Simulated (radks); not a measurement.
**Valence configurations of La⁺**

NIST gives [Xe] 5d2 as the ground configuration of La⁺. Does this level of theory agree? Several fillings of the valence shells are run.

The numbers are computed with radks (a radial shooting solver on a logarithmic mesh, Libxc functionals) version 1 (non-relativistic Kohn-Sham, SCAN, spin-unpolarised, spherical densities, point nucleus), except any that are marked as measured or tabulated.

**1. The system**

- element: lanthanum (Z = 57)
- charge: +1
- electrons: 56
- configuration: [Xe] 5d2
- others tried: 4f1 5d1; 5d1 6s1; 5d1.5 6p0.5; 5d1.5 6s0.5; 4f0.5 5d1.5; 4f1.5 5d0.5

The outer shells:

La⁺
```
[Xe] core
5d [↑ ][↑ ][  ][  ][  ]
```

**2. [Xe] 5d2**

The run's settings:

```text
Z 57
configuration [Xe] 5d2
relativity non-relativistic
functional scan,scan
spin unpolarised
nucleus point
```

**3. [Xe] 4f1 5d1**

The run's settings:

```text
Z 57
configuration [Xe] 4f1 5d1
relativity non-relativistic
functional scan,scan
spin unpolarised
nucleus point
```

**4. [Xe] 5d1 6s1**

The run's settings:

```text
Z 57
configuration [Xe] 5d1 6s1
relativity non-relativistic
functional scan,scan
spin unpolarised
nucleus point
```

**5. [Xe] 5d1.5 6p0.5**

The run's settings:

```text
Z 57
configuration [Xe] 5d1.5 6p0.5
relativity non-relativistic
functional scan,scan
spin unpolarised
nucleus point
```

**6. [Xe] 5d1.5 6s0.5**

The run's settings:

```text
Z 57
configuration [Xe] 5d1.5 6s0.5
relativity non-relativistic
functional scan,scan
spin unpolarised
nucleus point
```

**7. [Xe] 4f0.5 5d1.5**

The run's settings:

```text
Z 57
configuration [Xe] 4f0.5 5d1.5
relativity non-relativistic
functional scan,scan
spin unpolarised
nucleus point
```

**8. [Xe] 4f1.5 5d0.5**

The run's settings:

```text
Z 57
configuration [Xe] 4f1.5 5d0.5
relativity non-relativistic
functional scan,scan
spin unpolarised
nucleus point
```

Q: Predict the outcome of this session. Wanted: for each run, valence; E − E(NIST configuration); highest level; its energy; 1s shift.

The runs gave:

```csv
valence,E − E(NIST configuration) (eV),highest level,its energy (eV),1s shift (eV)
4f0.5 5d1.5,-1.015,5d,-6.568,+3.56
4f1 5d1,-0.986,4f,-4.966,+6.74
4f1.5 5d0.5,-0.113,4f,-3.016,+9.28
5d2,0.000,5d,-7.192,+0.00
5d1.5 6s0.5,0.417,6s,-7.205,-1.29
5d1 6s1,0.871,6s,-7.902,-2.62
5d1.5 6p0.5,1.595,6p,-5.092,-1.76
```

What this shows: This level puts 4f0.5 5d1.5 lowest, 1.015 eV under the NIST configuration. The energies are those of spherical spin-averaged densities, not of single terms. Relativity is left out, which favours d and f over s occupation in heavy atoms. The 1s eigenvalue shifts by up to 9.28 eV as the valence charge is rearranged.
